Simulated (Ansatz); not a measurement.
Task: a single point in a Gaussian basis of CH8GeSi2, SMILES [GeH3][CH]1[SiH2][SiH2]1, with Ansatz's Python interface. Give the script and its output. Settings: CAM-B3LYP, 6-31G* basis, multiplicity 1.

Contents of `ch8gesi2.xyz`:
```text
12

Ge   -0.70110    1.24850   -0.88110
C    -0.55880   -0.08940    0.46360
Si    1.10920   -0.12660    1.17490
Si    0.24050   -1.63370   -0.21650
H    -1.99760    0.98080   -1.77400
H    -0.91820    2.68580   -0.20280
H     0.53470    1.32500   -1.79560
H    -1.34590   -0.20500    1.18180
H     1.19750   -0.56210    2.62930
H     2.12980    0.73400    0.54080
H     0.64600   -1.55400   -1.57570
H    -0.25910   -2.85860    0.48940
```

`energy_ch8gesi2.py`
```python
"""Single point of CH8GeSi2 in a Gaussian basis."""

from pathlib import Path

import ansatz as az
import numpy as np
import pandas as pd

geometry = az.Crystal.molecule_from_extxyz("ch8gesi2.xyz")

calculation = (
    geometry.calculation()
    .basis(gaussian="6-31G*")
    .functional("cam_b3lyp")
    .forces()
    .orbitals()
)
done = calculation.run(runs_dir="out")
r = done.report

for key in ("converged", "free_energy_ev", "reference_energy_ev", "n_frozen", "n_occupied", "n_virtual"):
    print(f"{key:22s} {r[key]}")

state = r["mean_field"]["state"]
print(f"mean field: {state['energy']['hartree']:.7f} Ha, <S^2> = {abs(state['spin_squared']):.4f}, stability: {state.get('stability', {}).get('kind')}")

symbols = [site.symbol for site in geometry.cartesian_sites]
print("forces (eV/A)")
for symbol, f in zip(symbols, r["forces_ev_ang"]):
    print(f"  {symbol:2s} {f[0]:9.4f} {f[1]:9.4f} {f[2]:9.4f}")

charges = r["charge_distribution"]
table = pd.DataFrame({"atom": symbols, "mulliken": charges["mulliken_charges_e"], "lowdin": charges["lowdin_charges_e"]})
print(table.round(3).to_string())
print("dipole (e A):", np.round(charges["dipole_moment_e_ang"], 4) + 0.0)

lines = Path(r["orbitals_path"]).read_text().splitlines()
field_of = lambda key: [line.split("=")[1].strip() for line in lines if line.startswith(key)]
orbitals = [(27.211386 * float(e), s, float(n)) for e, s, n in zip(field_of("Ene="), field_of("Spin="), field_of("Occup="))]
homo = max(e for e, _, n in orbitals if n > 0.5)
lumo = min(e for e, _, n in orbitals if n < 0.5)
for e, spin, n in sorted(orbitals):
    if homo - 15 < e < lumo + 5:
        print(f"{spin:6s} {e:10.3f} eV  occupation {n:.0f}")
```

```console
$ python energy_ch8gesi2.py
converged              True
free_energy_ev         -73432.8819642598
reference_energy_ev    -73432.8819642598
n_frozen               0
n_occupied             [37, 37]
n_virtual              [67, 67]
mean field: -2698.6086376 Ha, <S^2> = 0.0000, stability: minimum
forces (eV/A)
  Ge   -1.7348    1.5547   -0.3829
  C    -0.4355    0.3263   -0.5384
  Si    1.6980   -0.9179    1.1423
  Si    0.0456   -0.9576    1.8021
  H     0.7149    0.1189    0.3320
  H     0.2135   -0.7410   -0.4090
  H     0.0118   -0.1443    0.1161
  H    -0.7527    0.1613    0.0663
  H     0.1401    0.5251   -0.6453
  H    -0.0039    0.3015    0.4317
  H     0.0203   -0.3084   -1.2523
  H     0.0827    0.0813   -0.6627
   atom  mulliken  lowdin
0    Ge    -0.013  -0.054
1     C    -0.496  -0.417
2    Si     0.206   0.156
3    Si     0.172   0.148
4     H     0.006  -0.006
5     H     0.003  -0.008
6     H     0.033   0.028
7     H     0.212   0.203
8     H    -0.040  -0.028
9     H    -0.035  -0.004
10    H    -0.016   0.005
11    H    -0.033  -0.023
dipole (e A): [-0.0171 -0.0857  0.083 ]
Alpha     -22.028 eV  occupation 2
Alpha     -17.130 eV  occupation 2
Alpha     -16.144 eV  occupation 2
Alpha     -15.513 eV  occupation 2
Alpha     -13.160 eV  occupation 2
Alpha     -12.155 eV  occupation 2
Alpha     -11.437 eV  occupation 2
Alpha     -10.942 eV  occupation 2
Alpha     -10.872 eV  occupation 2
Alpha     -10.398 eV  occupation 2
Alpha      -9.163 eV  occupation 2
Alpha      -7.384 eV  occupation 2
Alpha       1.207 eV  occupation 0
Alpha       1.556 eV  occupation 0
Alpha       1.998 eV  occupation 0
Alpha       2.290 eV  occupation 0
Alpha       2.688 eV  occupation 0
Alpha       3.139 eV  occupation 0
Alpha       3.286 eV  occupation 0
Alpha       3.335 eV  occupation 0
Alpha       3.641 eV  occupation 0
Alpha       4.428 eV  occupation 0
Alpha       4.594 eV  occupation 0
Alpha       5.576 eV  occupation 0
Alpha       5.771 eV  occupation 0
```

Caveats:
- Total energies depend on the basis set; only differences at equal settings carry meaning.
- The geometry is a force-field or estimated start, not a minimum of this method, and the basis set is short of its limit.
- The Löwdin charges here are taken after orthogonalising the functions within each atom; they differ from plain Löwdin charges, and their signs can be unphysical.
- Alpha marks a spatial orbital of a restricted run, filled by both spins.
- Levels such as HOMO and LUMO are orbital energies: with these approximate functionals they aren't the ionisation energy and electron affinity, and their gap isn't the fundamental gap.
- Run time: 10 s on 1 thread of Arm Neoverse V1, on a shared host, peak memory 0.4 GiB.

(Lines on the test bed's own set-up are left out of the output.)
